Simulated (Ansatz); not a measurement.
# C3H7FGe: the cost of one run

All numbers below are computed with Ansatz 0.2.0 (RKS B3LYP-D4/def2-SVP).

## Step 1: The system as given

Bond lengths: C1–C2 1.362 Å, C2–Ge3 1.913 Å, Ge3–C4 1.960 Å, C4–F5 1.453 Å, C1–H6 1.128 Å, C1–H7 1.047 Å, C2–H8 1.057 Å, Ge3–H9 1.487 Å, Ge3–H10 1.582 Å, C4–H11 1.043 Å, C4–H12 1.107 Å. Angles (14 of 18 angles, heavy atoms first): C1–C2–Ge3 119.1°, C2–Ge3–C4 110.8°, Ge3–C4–F5 105.4°, C1–C2–H8 123.2°, Ge3–C2–H8 117.7°, C2–C1–H6 114.6°, C2–C1–H7 123.5°, C2–Ge3–H9 110.3°, C2–Ge3–H10 108.2°, C4–Ge3–H9 111.8°, C4–Ge3–H10 105.4°, Ge3–C4–H11 112.0°, Ge3–C4–H12 110.5°, F5–C4–H11 106.6°.

Structure file:

```xyz
12

C    -0.5414    0.8368    1.7310
C    -0.9249    0.9740    0.4314
Ge    0.2597    0.3946   -0.9547
C     0.7438   -1.4900   -0.7153
F    -0.5052   -2.2259   -0.8179
H    -1.2833    1.2300    2.4835
H     0.3973    0.4753    2.0209
H    -1.8462    1.4044    0.1418
H    -0.3471    0.6428   -2.2892
H     1.6153    1.1988   -0.8140
H     1.3586   -1.8361   -1.4838
H     1.1503   -1.6596    0.3002
```

## Step 2: Relaxing end A

Input file input.yaml:

```yaml
crystal:
  periodic: [false, false, false]
  atoms:
    - { symbol: C, position_ang: [-0.5414, 0.8368, 1.731] }
    - { symbol: C, position_ang: [-0.9249, 0.974, 0.4314] }
    - { symbol: Ge, position_ang: [0.2597, 0.3946, -0.9547] }
    - { symbol: C, position_ang: [0.7438, -1.49, -0.7153] }
    - { symbol: F, position_ang: [-0.5052, -2.2259, -0.8179] }
    - { symbol: H, position_ang: [-1.2833, 1.23, 2.4835] }
    - { symbol: H, position_ang: [0.3973, 0.4753, 2.0209] }
    - { symbol: H, position_ang: [-1.8462, 1.4044, 0.1418] }
    - { symbol: H, position_ang: [-0.3471, 0.6428, -2.2892] }
    - { symbol: H, position_ang: [1.6153, 1.1988, -0.814] }
    - { symbol: H, position_ang: [1.3586, -1.8361, -1.4838] }
    - { symbol: H, position_ang: [1.1503, -1.6596, 0.3002] }
basis:
  gaussian: { orbitals: def2-SVP }
hamiltonian:
  xc: b3lyp
  dispersion: d4
relax:
  f_tol: 0.015
  max_steps: 40
output:
  orbitals: {}
```

The run is started by

```console
$ ansatz run input.yaml --threads 2 --pin off --max-ram 3072MiB --backend cpu --events-out ev --progress --plain --runs-dir out
```

**Question.** How long does this run take on 2 threads of Intel Xeon Platinum 8259CL at 2.50GHz (Skylake/Cascade Lake), shared host, and how much memory does it need?

About 1.9 min, with a peak of 0.34 GiB.
